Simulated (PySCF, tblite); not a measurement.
# C7H5N2 radical: geometry, infrared bands and EPR parameters

Wanted: the infrared bands and EPR parameters of C7H5N2 radical (`N#Cc1cc[c]c(N)c1`), by calculation.

The runs use tblite 0.8.0 and PySCF 2.14.0, with density-fitted response routines of our own; the level of theory stands in each step. All values are computed, except where a source is named. Atoms count from 0, in the outputs and in this text.

## (1) The molecule as given

14 atoms, charge 0, multiplicity 2; geometry from: force field or distance geometry start.

Bonds of the start (Å): N0–C1 1.14, C1–C2 1.47, C2–C3 1.37, C3–C4 1.38, C4–C5 1.39, C5–C6 1.38, C6–N7 1.43, C6–C8 1.37, C8–C2 1.38, C3–H9 1.09, C4–H10 1.08, N7–H11 1.04, N7–H12 1.04, C8–H13 1.09.

## (2) Geometry optimisation with GFN2-xTB

The job: settings as JSON, then the geometry in Å.

```
{"job": {"kind": "relax", "xc": "GFN2-xTB", "basis": "xTB"}, "charge": 0, "multiplicity": 2}
N     -2.413200     2.775900    -0.678300
C     -1.800800     1.849600    -0.440100
C     -0.986100     0.659300    -0.138200
C     -1.628000    -0.505000     0.195000
C     -0.829200    -1.600300     0.473800
C      0.553800    -1.556600     0.396000
C      1.163700    -0.372200     0.049500
N      2.580300    -0.215600    -0.041700
C      0.385300     0.725500    -0.213900
H     -2.709300    -0.577000     0.268700
H     -1.308400    -2.532800     0.737300
H      2.999500     0.616700     0.410300
H      3.130600    -0.932000    -0.549100
H      0.861100     1.664000    -0.491500
```

The run is started by

```sh
$ OMP_NUM_THREADS=1 python probes_run.py task.json out
```

The driver reads the jobs from task.json and runs them one after another.

**Question.** This job is followed by: GFN2-xTB harmonic vibrations, gas phase; UKS B3LYP, pcH-1 on C H N, non-relativistic, mean-field spin-orbit, GIAO. What will the session give for the following? strongest single infrared mode (GFN2-xTB); zero-point energy (GFN2-xTB); g(iso) (B3LYP); ⟨S²⟩; largest a(iso) (averaged by class); potential on the surface of density 0.002 e/bohr³, 1st and 99th percentile.

The runs gave:

| quantity | value |
| --- | --- |
| strongest single infrared mode (GFN2-xTB) | 2378 cm⁻¹, 261 km/mol |
| zero-point energy (GFN2-xTB) | 62.1 kcal/mol |
| g(iso) (B3LYP) | 2.00228 |
| ⟨S²⟩ | 0.758 (exact 0.75) |
| largest a(iso) (averaged by class) | 13C on C5, 384.6 MHz |
| potential on the surface of density 0.002 e/bohr³, 1st and 99th percentile | -1.85 V and 2.26 V |

**Reading.** The optimisation took 45 steps and gained 0.558 eV; among the close pairs (by a distance rule), C1–C2 changed most, from 1.474 to 1.415 Å. All 36 modes are real, so the xTB geometry is a minimum. The strongest single mode, at 2378 cm⁻¹, moves mainly C1 and N0. Unscaled tight-binding wavenumbers are off by several per cent, some by more. Its intensities can rank the bands wrongly. Most of the unpaired spin sits on C5 (1.02 e). The isotropic g lies 0.0 ppt below the free-electron value. The conformer search found further structures of the same energy, which may be mirror or relabelled copies of this one.
